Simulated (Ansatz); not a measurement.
# ZrSiH: the cost of one run

Program: Ansatz 0.2.0. Level of theory: DFT PBE, plane waves, PAW, scalar-relativistic, no spin polarisation. These are calculated values, not measurements.

## 1. The system as given

The cell holds 12 atoms (H4Si4Zr4): a = 6.149 Å, b = 3.745 Å, c = 6.490 Å, α = 90.00°, β = 90.00°, γ = 90.00°.

As a file:

```xyz
12
Lattice="6.1490 0.0000 0.0000 0.0000 3.7448 0.0000 0.0000 0.0000 6.4901" Properties=species:S:1:pos:R:3 pbc="T T T"
Zr    6.1368    0.9362    4.3549
Zr    3.0868    2.8086    1.1098
Zr    3.0622    0.9362    5.3803
Zr    0.0123    2.8086    2.1353
H     1.2606    0.9362    0.9281
H     1.8140    2.8086    4.1732
H     4.3351    0.9362    2.3170
H     4.8885    2.8086    5.5620
Si    1.8755    0.9362    2.6804
Si    1.1991    2.8086    5.9255
Si    4.9500    0.9362    0.5646
Si    4.2736    2.8086    3.8097
```

## 2. The run

The input, input.yaml:

```yaml
crystal:
  lattice:
    - [6.14905, 0.0, 0.0]
    - [0.0, 3.744844, 0.0]
    - [0.0, 0.0, 6.490128]
  atoms:
    - { symbol: Zr, position: [0.998, 0.25, 0.671] }
    - { symbol: Zr, position: [0.502, 0.75, 0.171] }
    - { symbol: Zr, position: [0.498, 0.25, 0.829] }
    - { symbol: Zr, position: [0.002, 0.75, 0.329] }
    - { symbol: H, position: [0.205, 0.25, 0.143] }
    - { symbol: H, position: [0.295, 0.75, 0.643] }
    - { symbol: H, position: [0.705, 0.25, 0.357] }
    - { symbol: H, position: [0.795, 0.75, 0.857] }
    - { symbol: Si, position: [0.305, 0.25, 0.413] }
    - { symbol: Si, position: [0.195, 0.75, 0.913] }
    - { symbol: Si, position: [0.805, 0.25, 0.087] }
    - { symbol: Si, position: [0.695, 0.75, 0.587] }
kpoints:
  mp_grid: { grid: [2, 2, 2] }
magnetization:
  spin_polarized: false
scf:
  occupations: { method: cold, width: 0.15 }
hamiltonian:
  pseudopotentials: { kind: paw }
  xc: pbe
basis:
  ecutwfc: "300 eV"
md:
  timestep: 0.4
  n_steps: 40
  ensemble: nve
  temperature: 600.0
  initial_velocities: maxwell_boltzmann
  seed: 418366
```

Run with:

```console
> ansatz run input.yaml --threads 2 --pin off --max-ram 2560MiB --backend cpu --events-out ev --progress --plain --runs-dir out
```

**Question.** How long does this run take on 2 threads of an Arm CPU, shared host, and how much memory does it need?

About 27 s, with a peak of 0.39 GiB.
